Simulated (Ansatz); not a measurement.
# Ag: the cost of one run

Method: DFT PBEsol, scalar-relativistic, plane waves, PAW, in Ansatz 0.2.0.

## Step 1: The system as given

Symmetry: Fm-3m, No. 225, cubic system. The conventional cell has a = 4.054 Å, b = 4.054 Å, c = 4.054 Å, α = 90.00°, β = 90.00°, γ = 90.00°. Ag (site symmetry m-3m) is surrounded by 12 Ag at 2.87 Å.

As a file:

```cif
data_structure
_symmetry_space_group_name_H-M 'P 1'
_symmetry_Int_Tables_number 1
_cell_length_a 2.8669
_cell_length_b 2.8669
_cell_length_c 2.8669
_cell_angle_alpha 60.000
_cell_angle_beta 60.000
_cell_angle_gamma 60.000
_cell_volume 16.66
loop_
_atom_site_label
_atom_site_type_symbol
_atom_site_fract_x
_atom_site_fract_y
_atom_site_fract_z
_atom_site_occupancy
Ag1 Ag 0.00000 0.00000 0.00000 1
```

This cell was relaxed beforehand with the same method: volume 16.66 Å³/atom, gap on the mesh none (metal).

## Step 2: The reference cell

Reference values: F = -7522.2488 eV; pressure -0.08 GPa; largest force 0.000 eV/Å; gap on the mesh none (metal). It was computed beforehand with the settings of the runs below.

## Step 3: Breaking the symmetry

Cell sheared at random, sigma 0.06. Displacements in the unstrained cell, with the mean shift removed:

| atom | ux (Å) | uy (Å) | uz (Å) |
| --- | --- | --- | --- |
| Ag1 | 0.000 | 0.000 | 0.000 |

Strain (xx, yy, zz, yz, xz, xy; engineering shear): (-0.0606, 0.0908, -0.0302, -0.0771, 0.0747, -0.0050).

## Step 4: Single point of the disturbed structure

Input file input.yaml:

```yaml
crystal:
  lattice:
    - [0.0705869867, 2.1331595309, 1.8878906005]
    - [1.9800112052, -0.0832275544, 2.0417051416]
    - [1.8992186485, 2.2061815153, -0.0024349978]
  atoms:
    - { symbol: Ag, position: [0.0, 0.0, 0.0] }
basis:
  ecutwfc: 420
kpoints:
  mp_grid: { grid: [14, 14, 14] }
hamiltonian:
  xc: pbesol
scf:
  occupations: { method: gaussian, width: 0.15 }
output:
  forces: true
  stress: true
  eigenvalues: true
```

Started as:

```sh
$ ansatz run input.yaml --threads 2 --pin off --max-ram 5120MiB --backend cpu --events-out ev --progress --plain --runs-dir out
```

What time and memory should one allow on 2 threads of Arm Neoverse V2, shared host?

About 7.5 s, with a peak of 0.54 GiB.
